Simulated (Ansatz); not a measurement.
# CH₇N₃Si: small, medium and large basis sets

The task here is to estimate one member of a computed series from the others.

Method: one geometry, several basis sets; program: Ansatz 0.2.0, Gaussian basis.

Plan: PBE0-D4/def2-SVP; ωB97M-V/def2-SVP; PBE0-D4/def2-QZVPP; ωB97M-V/def2-QZVPP; the functionals' def2-TZVPP values are taken from earlier runs.

## The relaxed structure

An earlier PBE0-D4 in a triple-zeta def2 set relaxation fixed the geometry.

SMILES `NC1(N)N[SiH2]1`, 12 atoms, charge 0, spin multiplicity 1.

Atoms are counted from 1 here; the program's logs count them from 0.

Bond lengths: N1–C2 1.435 Å, N1–H6 1.018 Å, N1–H7 1.013 Å, C2–N3 1.433 Å, C2–N4 1.493 Å, C2–Si5 1.846 Å, N3–H8 1.012 Å, N3–H9 1.018 Å, N4–Si5 1.735 Å, N4–H10 1.013 Å, Si5–H11 1.480 Å, Si5–H12 1.482 Å. Angles: C2–N1–H6 110.0°, C2–N1–H7 109.4°, H6–N1–H7 106.9°, N1–C2–N3 114.3°, N1–C2–N4 112.3°, N1–C2–Si5 115.3°, N3–C2–N4 117.0°, N3–C2–Si5 125.2°, N4–C2–Si5 61.5°, C2–N3–H8 111.1°, C2–N3–H9 109.8°, H8–N3–H9 106.8°, C2–N4–Si5 69.3°, C2–N4–H10 114.6°, Si5–N4–H10 121.6°, C2–Si5–N4 49.2°, C2–Si5–H11 118.6°, C2–Si5–H12 124.4° and more.

Set-up of the first run:

Input file in.yaml:

```yaml
crystal:
  periodic: [false, false, false]
  atoms:
    - {symbol: N, position_ang: [-0.697974, 1.342511, -0.217463]}
    - {symbol: C, position_ang: [0.086901, 0.193849, 0.132474]}
    - {symbol: N, position_ang: [1.188333, 0.476945, 1.004531]}
    - {symbol: N, position_ang: [0.362441, -0.683191, -1.043719]}
    - {symbol: Si, position_ang: [-0.791186, -1.425541, 0.017772]}
    - {symbol: H, position_ang: [-0.139865, 1.989171, -0.771341]}
    - {symbol: H, position_ang: [-0.967562, 1.834462, 0.625742]}
    - {symbol: H, position_ang: [1.613630, -0.376413, 1.344372]}
    - {symbol: H, position_ang: [1.910013, 0.982763, 0.494390]}
    - {symbol: H, position_ang: [0.087626, -0.290465, -1.935677]}
    - {symbol: H, position_ang: [-2.237486, -1.426617, -0.294750]}
    - {symbol: H, position_ang: [-0.337972, -2.672675, 0.677570]}
basis:
  gaussian: {orbitals: def2-SVP}
hamiltonian: {xc: pbe0, dispersion: d4}
output: {orbitals: {seedname: orbitals}}
```

Among the steps run: PBE0-D4 in def2-SVP; ωB97M-V in def2-SVP; PBE0-D4 in def2-QZVPP; ωB97M-V in def2-QZVPP.

One of the session's tables, all rows but one given; the rest of the session is left out.

It belongs to the step «Functionals by basis». 

| functional | basis | HOMO (eV) | LUMO (eV) |
| --- | --- | --- | --- |
| PBE0-D4 | def2-SVP | -6.41 | 0.31 |
| PBE0-D4 | def2-TZVPP | -6.61 | -0.19 |
| PBE0-D4 | def2-QZVPP | ? | ? |
| ωB97M-V | def2-SVP | -8.63 | 2.22 |
| ωB97M-V | def2-TZVPP | -8.84 | 1.48 |
| ωB97M-V | def2-QZVPP | -8.89 | 1.11 |

**Question.** Estimate the row for PBE0-D4, def2-QZVPP.

The run gave: HOMO (eV): -6.66; LUMO (eV): -0.35. In the column «HOMO (eV)» it lies between ωB97M-V, def2-SVP (-8.63) and PBE0-D4, def2-TZVPP (-6.61).
